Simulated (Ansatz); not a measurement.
# PIr2: the cost of one run

Method: DFT PBEsol, scalar-relativistic, plane waves, PAW, in Ansatz 0.2.0.

The COD entry's cell or inner coordinates are ideal or old and differ from later refinements, so a difference from it is no clean test against experiment.

1 further run of the same task is left out (set aside as unsound or not needed).

**1. The structure to begin with**

The structure is cubic, space group Fm-3m (No. 225). Conventional cell: a = 5.533 Å, b = 5.533 Å, c = 5.533 Å, α = 90.00°, β = 90.00°, γ = 90.00°. Around P (site symmetry m-3m) lie 8 Ir at 2.40 Å. Ir (site symmetry -43m) has 4 P at 2.40 Å as nearest neighbours.

Coordinates:

```cif
data_structure
_symmetry_space_group_name_H-M 'P 1'
_symmetry_Int_Tables_number 1
_cell_length_a 3.9122
_cell_length_b 3.9122
_cell_length_c 3.9122
_cell_angle_alpha 60.000
_cell_angle_beta 60.000
_cell_angle_gamma 60.000
_cell_volume 42.34
loop_
_atom_site_label
_atom_site_type_symbol
_atom_site_fract_x
_atom_site_fract_y
_atom_site_fract_z
_atom_site_occupancy
P1 P 0.00000 0.00000 0.00000 1
Ir1 Ir 0.25000 0.25000 0.25000 1
Ir2 Ir 0.75000 0.75000 0.75000 1
```

It is the result of an earlier relaxation at this level (volume 14.11 Å³/atom; gap on the mesh: none (metal)).

**2. Electronic structure at the relaxed geometry**

Contents of input.yaml:

```yaml
crystal:
  lattice:
    - [0.0, 2.7663420372, 2.7663420372]
    - [2.7663420372, 0.0, 2.7663420372]
    - [2.7663420372, 2.7663420372, 0.0]
  atoms:
    - { symbol: P, position: [0.0, 0.0, 0.0] }
    - { symbol: Ir, position: [0.25, 0.25, 0.25] }
    - { symbol: Ir, position: [0.75, 0.75, 0.75] }
basis:
  ecutwfc: 420
kpoints:
  mp_grid: { grid: [14, 14, 14] }
  band_path:
    path:
      - [[0.0, 0.0, 0.0], [0.5, 0.0, 0.5], [0.625, 0.25, 0.625]]
      - [[0.375, 0.375, 0.75], [0.0, 0.0, 0.0], [0.5, 0.5, 0.5], [0.5, 0.25, 0.75], [0.5, 0.0, 0.5]]
    npoints: 14
hamiltonian:
  xc: pbesol
scf:
  occupations: { method: gaussian, width: 0.1 }
  n_extra_bands: 7
output:
  forces: true
  stress: true
  eigenvalues: true
  populations: true
  dos: { projected: true, de: 0.02, nscf_kmesh: { grid: [21, 21, 21] } }
  bader: true
```

Command:

```bash
$ ansatz run input.yaml --threads 1 --pin off --max-ram 2560MiB --backend cpu --events-out ev --progress --plain --runs-dir out
```

Q: Estimate wall time and peak memory on 1 thread of Intel Xeon at 2.50GHz (Skylake/Cascade Lake), shared host.

About 86 s, with a peak of 0.46 GiB.
